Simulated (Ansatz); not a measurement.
# NTi: the cost of one run

Computed with Ansatz 0.2.0, Gaussian basis. Level: def2-QZVPP, core rule «outside noble gas», up to 10 orbitals frozen.

Plan: UHF; ROHF; CCSD(T) on UHF.

2 further runs of the same task are left out: 2 set aside as unsound or not needed.

### Step 1. The system

The geometry is a PBE0/def2-TZVP stationary point (not a proven minimum) of the parent state, kept for this charge and spin.

2 atoms, charge 1, spin multiplicity 3.

Atoms are counted from 1 here; the program's logs count them from 0.

Bond lengths: Ti1–N2 1.543 Å.

### Step 2. UHF

The input, in.yaml:

```yaml
crystal:
  periodic: [false, false, false]
  atoms:
    - {symbol: Ti, position_ang: [0.000000, 0.000000, 0.000000]}
    - {symbol: N, position_ang: [0.000000, 0.000000, 1.542510]}
basis:
  gaussian: {orbitals: "def2-QZVPP.json"}
total_charge: 1
magnetization: {spin_polarized: true, initial_magnetization: 2}
hamiltonian: {xc: hf}
output: {orbitals: {seedname: orbitals}}
```

Run with:

```
> ansatz run in.yaml --threads 1 --pin off --events-out ev --progress --plain --max-ram 3968MiB --backend cpu
```

Q: Estimate wall time and peak memory on 1 thread of AMD EPYC 7R13, shared host.

About 30 s, with a peak of 0.37 GiB.
